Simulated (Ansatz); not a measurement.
# Cl2FH3O2Si2: a ladder of functionals and wavefunction methods

How much do the methods differ for Cl2FH3O2Si2? The plan is to run it at one geometry with functionals of several rungs and with coupled cluster. The yardstick is the atomisation energy at the CCSD(T) limit.

Program: Ansatz 0.2.0, Gaussian basis. Level of theory: functionals in def2-TZVPP, the program's frozen cores in correlated methods. These are calculated values, not measurements.

Levels to be run: PBE-D4, r2SCAN-D4, PBE0-D4, B3LYP-D4, ωB97X-V, ωB97M-V, B2PLYP; CCSD(T)/def2-TZVPP; MP2/def2-QZVPP; extrapolation to the limit.

## (1) Structure used throughout

The geometry comes from an earlier relaxation with PBE0-D4 in a triple-zeta def2 set; it is a stationary point, not always the lowest conformer.

SMILES `O[SiH2]O[Si](F)(Cl)Cl`, 10 atoms, charge 0, spin multiplicity 1.

Atoms are counted from 1 here; the program's logs count them from 0.

Bond lengths: O1–Si2 1.632 Å, O1–H8 0.958 Å, Si2–O3 1.647 Å, Si2–H9 1.475 Å, Si2–H10 1.480 Å, O3–Si4 1.597 Å, Si4–F5 1.578 Å, Si4–Cl6 2.022 Å, Si4–Cl7 2.017 Å. Angles: Si2–O1–H8 119.1°, O1–Si2–O3 111.5°, O1–Si2–H9 106.0°, O1–Si2–H10 111.9°, O3–Si2–H9 109.1°, O3–Si2–H10 105.2°, H9–Si2–H10 113.3°, Si2–O3–Si4 148.0°, O3–Si4–F5 109.5°, O3–Si4–Cl6 111.4°, O3–Si4–Cl7 109.9°, F5–Si4–Cl6 107.8°, F5–Si4–Cl7 107.9°, Cl6–Si4–Cl7 110.3°.

## (2) PBE-D4 (GGA)

in.yaml reads:

```yaml
crystal:
  periodic: [false, false, false]
  atoms:
    - {symbol: O, position_ang: [-1.547793, 1.236725, -1.028707]}
    - {symbol: Si, position_ang: [-0.828429, -0.223248, -1.153461]}
    - {symbol: O, position_ang: [0.495981, -0.328316, -0.180166]}
    - {symbol: Si, position_ang: [1.108969, -0.207256, 1.289818]}
    - {symbol: F, position_ang: [1.587059, 1.275360, 1.540068]}
    - {symbol: Cl, position_ang: [-0.264881, -0.660788, 2.702245]}
    - {symbol: Cl, position_ang: [2.716824, -1.413056, 1.463248]}
    - {symbol: H, position_ang: [-1.111951, 2.004557, -1.400883]}
    - {symbol: H, position_ang: [-1.831908, -1.209296, -0.710314]}
    - {symbol: H, position_ang: [-0.323870, -0.474681, -2.521828]}
basis:
  gaussian: {orbitals: def2-TZVPP}
hamiltonian: {xc: pbe, dispersion: d4}
output: {forces: true, orbitals: {seedname: orbitals}}
```

Started as:

```sh
> ansatz run in.yaml --threads 2 --pin off --events-out ev --progress --plain --max-ram 32768MiB --backend cuda --devices 0, --max-vram 18GiB
```

The runs that follow: r2SCAN-D4 (meta-GGA); PBE0-D4 (hybrid); B3LYP-D4 (hybrid); ωB97X-V (range-separated); ωB97M-V (range-separated); B2PLYP (double hybrid); CCSD(T) in def2-TZVPP; MP2 in def2-QZVPP.

**Question.** What will the summary of the whole plan be? Wanted: atomisation energy, CCSD(T)/CBS; farthest; mean size of error, hybrid; mean size of error, range-separated; gap, smallest and largest; T1 diagnostic; triples share of the correlation energy.

As calculated:

| quantity | value |
| --- | --- |
| atomisation energy, CCSD(T)/CBS | 3956.1 kJ/mol |
| functionals within 19.8 kJ/mol (0.5 %) | PBE-D4, r2SCAN-D4, ωB97X-V, ωB97M-V |
| farthest | B2PLYP (-89.5 kJ/mol) |
| mean size of error, hybrid | 77.3 kJ/mol |
| mean size of error, range-separated | 10.3 kJ/mol |
| gap, smallest and largest | 7.06 eV (PBE-D4), 13.90 eV (ωB97X-V) |
| T1 diagnostic | 0.0109 |
| triples share of the correlation energy | 3.5 % |

What this shows: PBE-D4 is off by -7.4 kJ/mol. Double hybrids carry the basis error of their MP2 part in triple zeta, and no dispersion term here, so their miss is partly the set-up's. The reference freezes the cores and leaves out relativity and excitations past (T), so misses under about 19.8 kJ/mol can't be ranked. Hartree-Fock recovers 73 % of the binding; the rest is correlation. Orbital gaps span 7.1 to 13.9 eV; exact exchange widens them.
